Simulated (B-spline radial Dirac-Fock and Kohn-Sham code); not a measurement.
# Sm⁴¹⁺: core levels and X-ray properties

Aim: for the Sm⁴¹⁺ ion, compute its X-ray form factor and Compton profile and the binding energy of each subshell.

Program: B-spline radial Dirac-Fock and Kohn-Sham code, version 2. Model: a free atom or ion on a radial basis; each step names its model. All values are calculated, but those marked as tabulated.

### 1 The system

Samarium as Sm⁴¹⁺ in the configuration [Ar] 3d3.

```
nuclear charge     : 62
electrons          : 21
mass number        : 152
nuclear rms radius : 5.0819 fm
```

### 2 Form factor and Compton profile

Model: Dirac-Fock average of configuration, finite nucleus; form factor of the spherical density, Waller-Hartree incoherent function, impulse-approximation Compton profiles.

The run's settings:

```ini
task = scatter
Z = 62
charge = 41
configuration = 1s2 2s2 2p6 3s2 3p6 3d3
mass_number = 152
rms_radius = 5.0819  # fm
s = [0.0, 0.05, 0.1, 0.15, 0.2, 0.25, 0.3, 0.35, 0.4, 0.45, 0.5, 0.6, 0.7, 0.8, 0.9, 1.0, 1.1, 1.2, 1.4, 1.6, 1.8, 2.0, 2.5, 3.0, 3.5, 4.0, 5.0, 6.0]  # 1/A
pz = [0, 0.1, 0.2, 0.3, 0.4, 0.5, 0.6, 0.8, 1.0, 1.2, 1.4, 1.6, 1.8, 2.0, 2.5, 3.0, 4.0, 5.0, 7.0, 10.0, 15.0, 20.0, 30.0, 40.0, 60.0, 100.0]  # a.u.
photon_energy = [1000, 8047.8, 17479.3, 20000, 30000, 50000, 200000, 500000]  # eV
```

From the run's result record (rounded, not every field):

```text
{
  "status": "converged",
  "form_factor [e]": [21.0, 20.986, 20.946, 20.878, 20.784, 20.663, 20.518, 20.348, 20.154, 19.938, 19.701, 19.167, 18.564, 17.904, 17.2, 16.464, 15.708, 14.945, 13.439, 12.018, 10.732, 9.6091, 7.5305, 6.2816, 5.4982, 4.9045, 3.8499, 2.9249],
  "incoherent": [-6.5583e-12, 0.013361, 0.053336, 0.1196, 0.21163, 0.32868, 0.46985, 0.63404, 0.82, 1.0264, 1.2517, 1.7526, 2.3096, 2.909, 3.5376, 4.1832, 4.8345, 5.4823, 6.7374, 7.9058, 8.9671, 9.9167, 11.848, 13.292, 14.42, 15.347, 16.801, 17.832],
  "compton_total [1/a.u.]": [0.88702, 0.88694, 0.88668, 0.88626, 0.88567, 0.88491, 0.88397, 0.88161, 0.87857, 0.87486, 0.87048, 0.86544, 0.85975, 0.85341, 0.83481, 0.81245, 0.75776, 0.6929, 0.55146, 0.36935, 0.2037, 0.12544, 0.051638, 0.02393, 0.0070995, 0.0011669],
  "shells": ["1s1/2", "2s1/2", "2p1/2", "2p3/2", "3s1/2", "3p1/2", "3p3/2", "3d3/2", "3d5/2"],
  "occupation": [2.0, 2.0, 2.0, 4.0, 2.0, 2.0, 4.0, 1.2, 1.8],
  "mean_momentum [a.u.]": [60.069, 21.625, 28.67, 26.491, 11.706, 13.879, 13.272, 15.868, 15.638],
  "r2 [bohr^2]": 0.73937,
  "r_inverse [1/bohr]": 327.94,
  "r1 [bohr]": 3.2562,
  "coherent [b]": [292.88, 264.11, 190.8, 171.91, 114.47, 61.247, 6.8124, 1.2564],
  "incoherent_cross_section [b]": [0.011495, 0.66505, 2.3533, 2.8119, 4.3489, 6.1431, 7.4036, 5.8106],
  "radial_jk": {
    "3d": {"j0": [1.0, 0.99907, 0.99628, 0.99165, 0.98521, 0.97698, 0.96703, 0.95539, 0.94214, 0.92734, 0.91108, 0.87451, 0.83317, 0.78788, 0.73948, 0.68885, 0.63683, 0.58422, 0.4802, 0.38188, 0.29293, 0.21558, 0.076319, 0.0037455, -0.025097, -0.030944, -0.020761, -0.0098873], "j2": [0.0, 0.00037233, 0.0014863, 0.003333, 0.0058977, 0.0091599, 0.013094, 0.017668, 0.022847, 0.028591, 0.034856, 0.048755, 0.064131, 0.080545, 0.097545, 0.11468, 0.13153, 0.14771, 0.17669, 0.19953, 0.21506, 0.223, 0.21388, 0.17818, 0.13445, 0.0945, 0.040441, 0.015136], "j4": [0.0, 5.5453e-08, 8.8554e-07, 4.4686e-06, 1.406e-05, 3.4127e-05, 7.0268e-05, 0.0001291, 0.00021813, 0.00034563, 0.00052046, 0.0010495, 0.0018815, 0.0030913, 0.0047465, 0.006903, 0.0096009, 0.012862, 0.021056, 0.031254, 0.042945, 0.055431, 0.085165, 0.10548, 0.11274, 0.10873, 0.083231, 0.05509], "r2": 0.050553, "r4": 0.0042906, "r6": 0.00055033}
  }
}
```

Form factor and incoherent function, every second point:

| s (1/Å) | f (e) | f / N | S(s) |
| --- | --- | --- | --- |
| 0 | 21.00 | 1.000 | 0 |
| 0.100 | 20.95 | 0.997 | 0.05334 |
| 0.200 | 20.78 | 0.990 | 0.2116 |
| 0.300 | 20.52 | 0.977 | 0.4698 |
| 0.400 | 20.15 | 0.960 | 0.8200 |
| 0.500 | 19.70 | 0.938 | 1.252 |
| 0.700 | 18.56 | 0.884 | 2.310 |
| 0.900 | 17.20 | 0.819 | 3.538 |
| 1.10 | 15.71 | 0.748 | 4.835 |
| 1.40 | 13.44 | 0.640 | 6.737 |
| 1.80 | 10.73 | 0.511 | 8.967 |
| 2.50 | 7.531 | 0.359 | 11.85 |
| 3.50 | 5.498 | 0.262 | 14.42 |
| 5.00 | 3.850 | 0.183 | 16.80 |

### 3 Hole states by ΔSCF

Model: Dirac-Fock average of configuration, Delta-SCF, finite nucleus, first-order Breit with its frequency dependence, self-energy and vacuum polarisation.

The run's settings:

```ini
task = binding
```

From the run's result record (rounded, not every field):

```text
{
  "status": "converged",
  "shells": ["K", "L1", "L2", "L3", "M1", "M2", "M3", "M4,5"],
  "total_energy_parts [Ha]": [-9080.33031, 9.49621733, -0.947517434, -0.132286277, 7.21201302, -1.09684713],
  "koopmans [eV]": [49400.2, 10035.5, 9626.27, 9013.33, 3685.13, 3515.04, 3369.66, 3122.04],
  "dirac_coulomb [eV]": [49362.6, 10024.7, 9612.81, 9001.21, 3683.66, 3513.27, 3368.11, 3119.88],
  "gaunt [eV]": [-141.862, -14.8801, -24.7382, -17.479, -3.27136, -5.53597, -3.88588, -1.9027],
  "retardation [eV]": [10.6946, 1.11015, 2.56818, 2.57932, 0.312804, 0.677553, 0.686084, 0.360866],
  "breit_frequency [eV]": [1.65935, -0.132434, -0.0161469, 0.703904, -0.0389497, -0.0327035, 0.160001, -0.00648757],
  "self_energy [eV]": [-78.6453, -10.6303, 0.340613, -0.578798, -2.65632, 0.0168797, -0.183533, 0.1182],
  "vacuum_polarisation [eV]": [12.4719, 1.56473, 0.00914936, -0.0666706, 0.376706, 0.00442387, -0.0166821, -0.0172277],
  "binding [eV]": [49166.9, 10001.8, 9590.98, 8986.37, 3678.38, 3508.4, 3364.87, 3118.43],
  "mean_radius [bohr]": [0.0227369, 0.0956304, 0.0800967, 0.0865, 0.239287, 0.227822, 0.238073, 0.210202]
}
```

total_energy_parts: Dirac-Coulomb, Gaunt, retardation, frequency dependence, self-energy, vacuum polarisation. 

The binding energies by parts, in eV; the parts add up.

| level | -ε | relaxation | Breit | QED | binding |
| --- | --- | --- | --- | --- | --- |
| K | 49400.2 | -37.59 | -129.51 | -66.17 | 49166.9 |
| L1 | 10035.5 | -10.75 | -13.90 | -9.07 | 10001.8 |
| L2 | 9626.3 | -13.45 | -22.19 | 0.35 | 9591.0 |
| L3 | 9013.3 | -12.12 | -14.20 | -0.65 | 8986.4 |
| M1 | 3685.1 | -1.47 | -3.00 | -2.28 | 3678.4 |
| M2 | 3515.0 | -1.77 | -4.89 | 0.02 | 3508.4 |
| M3 | 3369.7 | -1.55 | -3.04 | -0.20 | 3364.9 |
| M4,5 | 3122.0 | -2.16 | -1.55 | 0.10 | 3118.4 |

Line energies follow by subtraction:

| line | energy (eV) |
| --- | --- |
| Kβ1 (K-M3) | 45802.1 |
| Kβ3 (K-M2) | 45658.5 |
| Kα1 (K-L3) | 40180.6 |
| Kα2 (K-L2) | 39575.9 |
| Lβ3 (L1-M3) | 6636.9 |
| Lβ4 (L1-M2) | 6493.4 |
| Lη (L2-M1) | 5912.6 |
| Lℓ (L3-M1) | 5308.0 |

### 4 What came out

| quantity | value |
| --- | --- |
| rms radius of the electron cloud | 0.188 bohr |
| form factor halves at | 1.8 1/Å |
| Compton profile at zero | 0.8870 1/a.u. |
| deepest level listed, K (1s) | 49166.9 eV |
| least bound, M4,5 (3d) | 3118.4 eV |
| Kα1 | 40180.6 eV |
| ionisation energy, NIST (theoretical) | 3137.00 eV |

**Reading.** f falls from 21 to half of that at s = 1.8 1/Å. Incoherent scattering outweighs coherent from 200 keV on, among the energies asked. The K (1s) level lies 37.6 eV under Koopmans' value by relaxation alone; Breit gives -129.51 and QED -66.17 eV. NIST's ionisation energy differs by +18.57 eV from the least binding energy; the calculation averages open shells over their j components and terms. The Hartree-Fock and Dirac-Fock values hold no electron correlation.
